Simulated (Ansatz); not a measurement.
# C3H5F3O: small, medium and large basis sets

The task here is to estimate one member of a computed series from the others.

Computed with Ansatz 0.2.0, Gaussian basis. Level: one geometry, several basis sets.

Levels to be run: PBE0-D4/def2-SVP; ωB97M-V/def2-SVP; PBE0-D4/def2-QZVPP; ωB97M-V/def2-QZVPP; the functionals' def2-TZVPP values are taken from earlier runs.

## The relaxed structure

All runs share one geometry, relaxed beforehand with PBE0-D4 in a triple-zeta def2 set.

SMILES `COC(F)(F)CF`, 12 atoms, charge 0, spin multiplicity 1.

Atoms are counted from 1 here; the program's logs count them from 0.

Bond lengths: C1–O2 1.425 Å, C1–H8 1.091 Å, C1–H9 1.087 Å, C1–H10 1.091 Å, O2–C3 1.347 Å, C3–F4 1.358 Å, C3–F5 1.358 Å, C3–C6 1.515 Å, C6–F7 1.366 Å, C6–H11 1.092 Å, C6–H12 1.092 Å. Angles: O2–C1–H8 110.8°, O2–C1–H9 105.7°, O2–C1–H10 110.8°, H8–C1–H9 109.7°, H8–C1–H10 110.0°, H9–C1–H10 109.7°, C1–O2–C3 116.0°, O2–C3–F4 111.5°, O2–C3–F5 111.5°, O2–C3–C6 108.0°, F4–C3–F5 105.1°, F4–C3–C6 110.4°, F5–C3–C6 110.4°, C3–C6–F7 110.0°, C3–C6–H11 108.7°, C3–C6–H12 108.7°, F7–C6–H11 109.6°, F7–C6–H12 109.6° and more.

The first run:

File in.yaml:

```yaml
crystal:
  periodic: [false, false, false]
  atoms:
    - {symbol: C, position_ang: [-1.488863, 1.094053, -0.410898]}
    - {symbol: O, position_ang: [-0.473270, 0.526099, 0.412098]}
    - {symbol: C, position_ang: [0.350899, -0.353141, -0.189972]}
    - {symbol: F, position_ang: [-0.336224, -1.401514, -0.713209]}
    - {symbol: F, position_ang: [0.994357, 0.210304, -1.245360]}
    - {symbol: C, position_ang: [1.350493, -0.838098, 0.840139]}
    - {symbol: F, position_ang: [2.206410, -1.738959, 0.272976]}
    - {symbol: H, position_ang: [-2.153431, 0.318987, -0.796156]}
    - {symbol: H, position_ang: [-2.046876, 1.769386, 0.233269]}
    - {symbol: H, position_ang: [-1.049079, 1.653288, -1.238320]}
    - {symbol: H, position_ang: [0.806936, -1.315136, 1.658418]}
    - {symbol: H, position_ang: [1.915549, 0.019731, 1.210917]}
basis:
  gaussian: {orbitals: def2-SVP}
hamiltonian: {xc: pbe0, dispersion: d4}
output: {orbitals: {seedname: orbitals}}
```

Command:

```bash
> ansatz run in.yaml --threads 4 --pin off --events-out ev --progress --plain --max-ram 11315MiB
```

Steps of the session up to this table: PBE0-D4 in def2-SVP; ωB97M-V in def2-SVP; PBE0-D4 in def2-QZVPP; ωB97M-V in def2-QZVPP.

One of the session's tables, all rows but one given; the rest of the session is left out.

It belongs to the step «Functionals by basis». 

| functional | basis | HOMO (eV) | LUMO (eV) |
| --- | --- | --- | --- |
| PBE0-D4 | def2-SVP | -9.05 | 2.06 |
| PBE0-D4 | def2-TZVPP | -9.15 | 1.37 |
| PBE0-D4 | def2-QZVPP | -9.19 | 0.78 |
| ωB97M-V | def2-SVP | ? | ? |
| ωB97M-V | def2-TZVPP | -11.59 | 2.87 |
| ωB97M-V | def2-QZVPP | -11.63 | 1.89 |

**Question.** Estimate the row for ωB97M-V, def2-SVP.

As computed: HOMO (eV): -11.47; LUMO (eV): 3.76. In the column «HOMO (eV)» it lies between ωB97M-V, def2-TZVPP (-11.59) and PBE0-D4, def2-QZVPP (-9.19).
